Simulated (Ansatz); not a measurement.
A nudged elastic band was laid between two geometries of a periodic cell of 31 atoms, Al (host Al, host structure fcc, one Al atom removed).

Method: Ansatz, DFT PBE, scalar-relativistic, plane waves, PAW. Settings: PAW set soft_1, cutoff 420 eV, k mesh 3x3x3, gaussian smearing 0.05 eV, no spin polarisation.

- movable images: 7
- climbing image: yes
- spring: 5.0 eV/Å²
- optimiser: quadratic models (default)
- start path: IDPP
- force threshold: 0.05 eV/Å
- iteration limit: 31
- end points: relaxed

First end point:

```xyz
31
Lattice="8.1000 0.0000 0.0000 0.0000 8.1000 0.0000 0.0000 0.0000 8.1000" Properties=species:S:1:pos:R:3
Al 4.057 0.002 0.009
Al 6.067 2.042 0.010
Al 6.090 0.001 2.042
Al 0.008 0.002 0.009
Al 2.048 2.042 0.009
Al 6.067 6.060 0.009
Al 2.026 0.002 2.042
Al 4.058 2.042 2.019
Al 6.067 4.051 2.020
Al 4.058 0.002 4.059
Al 6.089 2.019 4.060
Al 6.089 0.002 6.078
Al 0.008 4.051 0.010
Al 2.048 6.061 0.009
Al 0.008 2.020 2.042
Al 2.048 4.051 2.018
Al 4.057 6.061 2.018
Al 0.007 0.002 4.059
Al 2.026 2.020 4.059
Al 4.057 4.052 4.060
Al 6.090 6.084 4.060
Al 2.027 0.001 6.076
Al 4.058 2.043 6.100
Al 6.069 4.051 6.099
Al 0.008 6.083 2.042
Al 0.008 4.052 4.059
Al 2.025 6.084 4.059
Al 0.008 2.019 6.077
Al 2.048 4.052 6.100
Al 4.058 6.061 6.100
Al 0.008 6.084 6.077
```

Last end point:

```xyz
31
Lattice="8.1000 0.0000 0.0000 0.0000 8.1000 0.0000 0.0000 0.0000 8.1000" Properties=species:S:1:pos:R:3
Al 4.031 0.019 0.000
Al 6.075 2.025 0.000
Al 6.075 -0.011 2.036
Al 0.019 0.019 0.000
Al 4.031 4.031 0.000
Al 6.075 6.075 0.000
Al 2.025 0.019 2.006
Al 4.031 2.025 2.006
Al 6.075 4.061 2.036
Al 4.061 -0.011 4.050
Al 6.075 2.025 4.050
Al 6.075 -0.011 6.064
Al 0.019 4.031 0.000
Al 2.025 6.075 0.000
Al 0.019 2.025 2.006
Al 2.025 4.031 2.006
Al 4.061 6.075 2.036
Al -0.011 -0.011 4.050
Al 2.025 2.025 4.050
Al 4.061 4.061 4.050
Al 6.075 6.075 4.050
Al 2.025 0.019 6.094
Al 4.031 2.025 6.094
Al 6.075 4.061 6.064
Al -0.011 6.075 2.036
Al -0.011 4.061 4.050
Al 2.025 6.075 4.050
Al 0.019 2.025 6.094
Al 2.025 4.031 6.094
Al 4.061 6.075 6.064
Al -0.011 6.075 6.064
```

Q: Which bonds break or form, and what moves?

A: The atom that moves furthest is Al5, by 2.81 Å; four of its nearest neighbours are Al16 2.84, Al29 2.84, Al8 2.84, Al23 2.84 Å at the first end and Al23 2.84, Al29 2.84, Al8 2.84, Al16 2.84 Å at the last.

Q: What energy profile does the band end with?

A: The run converged. The highest image is number 4 of 0 to 8, 0.68 eV above the first end and 0.68 eV above the last; the last end lies 0.00 eV above the first. By the program's own check the climbing image is a first-order saddle point (lowest curvatures found: -1.56 and 0.62 eV/Å²). Limits of this set-up: coarse k mesh, a small cell, in which the defect meets its images, a typed lattice constant that wasn't relaxed here.

```csv
image,path coordinate (Å),energy (eV)
0,0.00,0.00
1,0.37,0.10
2,0.75,0.34
3,1.12,0.58
4,1.49,0.68
5,1.86,0.58
6,2.23,0.34
7,2.61,0.10
8,2.98,0.00
```

Q: What is the geometry of the highest image?

A: 
```xyz
31
Lattice="8.1000 0.0000 0.0000 0.0000 8.1000 0.0000 0.0000 0.0000 8.1000" Properties=species:S:1:pos:R:3
Al 4.024 0.053 0.005
Al 6.026 2.056 0.005
Al 6.088 -0.008 2.040
Al 0.009 0.006 0.005
Al 3.042 3.038 0.004
Al 6.074 6.071 0.005
Al 2.019 0.031 1.995
Al 4.108 1.972 2.182
Al 6.049 4.060 1.995
Al 4.060 -0.071 4.055
Al 6.151 2.020 4.055
Al 6.088 -0.008 6.070
Al 0.056 4.021 0.005
Al 2.059 6.024 0.005
Al 0.033 2.016 1.995
Al 1.975 4.104 2.181
Al 4.064 6.046 1.995
Al 0.004 0.001 4.055
Al 2.010 2.008 4.055
Al 4.072 4.069 4.055
Al 6.079 6.076 4.055
Al 2.019 0.030 6.114
Al 4.108 1.972 5.928
Al 6.049 4.060 6.114
Al -0.005 6.085 2.040
Al -0.068 4.057 4.055
Al 2.023 6.147 4.055
Al 0.034 2.016 6.115
Al 1.975 4.105 5.928
Al 4.064 6.046 6.115
Al -0.005 6.085 6.069
```

The band took 6 iterations and roughly 50 core-minutes.

The run took 13 min on 4 threads of Arm Neoverse V2 (shared host), peak memory 3.3 GiB.
